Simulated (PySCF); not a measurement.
# C7H8O2: the cost of one run

Computed with PySCF 2.14.0 and routines of our own; the level stands in each step. Atoms count from 0.

### 1 The system as given

17 atoms, charge 0, multiplicity 1; geometry from: GFN2-xTB.

### 2 Magnetic properties: GIAO CAM-B3LYP/pcSseg-1

The job: settings as JSON, then the geometry in Å.

```
{"job": {"kind": "mag", "xc": "CAM-B3LYP", "basis": "pcSseg-1", "isotopologues": 0}, "charge": 0, "multiplicity": 1}
C     -1.435600     2.627224    -0.367648
C     -1.192355     1.475236    -0.122638
C     -0.954080     0.111742     0.137771
C     -2.080298    -0.827256    -0.139030
C      0.255331    -0.279067     0.632162
C      0.540645    -1.655781     1.006852
O     -0.150510    -2.620912     0.768496
O      1.187843     0.695274     0.922155
C      2.500685     0.484080     0.446218
H     -1.633710     3.636950    -0.573582
H     -1.830858    -1.465163    -0.986381
H     -2.245693    -1.489617     0.708905
H     -2.989194    -0.274337    -0.362404
H      1.473421    -1.768265     1.592499
H      3.049499     1.390053     0.696582
H      2.990034    -0.371932     0.919208
H      2.507842     0.343801    -0.639613
```

With the program's defaults for keys left out, this is: GIAO CAM-B3LYP/pcSseg-1 magnetisability, rotational g tensor and spin-rotation constants, non-relativistic, gas phase.

Command:

```console
$ OMP_NUM_THREADS=1 python excited_run.py task.json out
```

One launch serves the whole session: the jobs run in the order shown.

**Question.** How long does this first job take on 1 thread of AMD EPYC 9R45, shared host, and how much memory does it need?

About 34 s, with a peak of 1 GiB.
